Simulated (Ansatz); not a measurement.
**SiGeHO (sextet): the correlation ladder, cc-pVDZ**

An exercise on one series of results from a longer session: the logs are not shown, and one member is left open.

The runs use Ansatz 0.2.0, Gaussian basis; cc-pVDZ, core rule «outside noble gas», up to 20 orbitals frozen.

To be run: UHF; CCSD(T) on ROHF; CCSD(T) on UHF; BCCD(T) on ROHF; CISD; CCSDT(Q) on ROHF; CCSDT(Q) on UHF; CASSCF and MRCISD+Q, 13 electrons in 11 orbitals; CASSCF and NEVPT2, 13 electrons in 11 orbitals.

24 further runs of the same task are left out: 10 that didn't finish, 14 set aside as unsound or not needed.

## What is computed

The geometry is a PBE0/def2-TZVP stationary point (not a proven minimum) of the parent state, kept for this charge and spin. No spin-orbit coupling is included. The filled d shell of Ge may be among the frozen orbitals whatever the setting's name suggests; the logs give the count.

4 atoms, charge 0, spin multiplicity 6.

Atoms are counted from 1 here; the program's logs count them from 0.

Bond lengths: O1–Ge2 1.665 Å, Ge2–Si3 2.359 Å, Ge2–H4 1.549 Å. Angles: O1–Ge2–Si3 126.7°, O1–Ge2–H4 116.5°, Si3–Ge2–H4 116.8°.

As a file:

```
O     0.0000   -0.8401    1.6306
Ge    0.0000    0.2545    0.3762
Si    0.0000   -0.2426   -1.9295
H     0.0000    1.7533    0.7671
```

The first run:

Contents of in.yaml:

```yaml
crystal:
  periodic: [false, false, false]
  atoms:
    - {symbol: O, position_ang: [0.000000, -0.840051, 1.630592]}
    - {symbol: Ge, position_ang: [0.000000, 0.254500, 0.376244]}
    - {symbol: Si, position_ang: [0.000000, -0.242609, -1.929541]}
    - {symbol: H, position_ang: [0.000000, 1.753269, 0.767147]}
basis:
  gaussian: {orbitals: cc-pVDZ}
magnetization: {spin_polarized: true, initial_magnetization: 5}
hamiltonian: {xc: hf}
output: {orbitals: {seedname: orbitals}}
```

Run with:

```sh
ansatz run in.yaml --threads 1 --pin off --events-out ev --progress --plain --max-ram 2393MiB
```

Among the steps run: UHF; CCSD(T) on ROHF; CCSD(T) on UHF; BCCD(T) on ROHF; CISD; CCSDT(Q) on ROHF; CCSDT(Q) on UHF; CASSCF and MRCISD+Q, 13 electrons in 11 orbitals; CASSCF and NEVPT2, 13 electrons in 11 orbitals.

One of the session's tables, all rows but one given; the rest of the session is left out.

| method | from UCCSDT(Q) (meV) |
| --- | --- |
| ROHF | +8475.1 |
| UHF | +8241.5 |
| RMP2 | +1345.2 |
| UMP2 | +1371.0 |
| RCCSD | +288.8 |
| UCCSD | +279.5 |
| RCCSD(T) | +67.4 |
| UCCSD(T) | ? |
| BCCD(T) | +66.9 |
| RCCSDT | +25.8 |
| UCCSDT | +19.8 |
| RCCSDT(Q) | +7.5 |
| UCCSDT(Q) | 0 |
| CASSCF frontier | +7029.8 |
| MRCISD frontier | +821.5 |
| MRCISD+Q frontier | +179.6 |

**Question.** Estimate the row for UCCSD(T).

The run gave: from UCCSDT(Q) (meV): +63.2. In the column «from UCCSDT(Q) (meV)» it lies between RCCSDT (+25.8) and BCCD(T) (+66.9).

Not comparable, so not listed: CISD; CASSCF and NEVPT2, 13 electrons in 11 orbitals (they don't share determinant, frozen orbitals or solution with the rows shown, or repeat one).

Caveats from the session: Restricted and unrestricted rows rest on different reference determinants; where their highest levels disagree by more than a few hundredths of an eV, they describe different states and don't form one ladder. Warnings in the runs' records: passed over end.
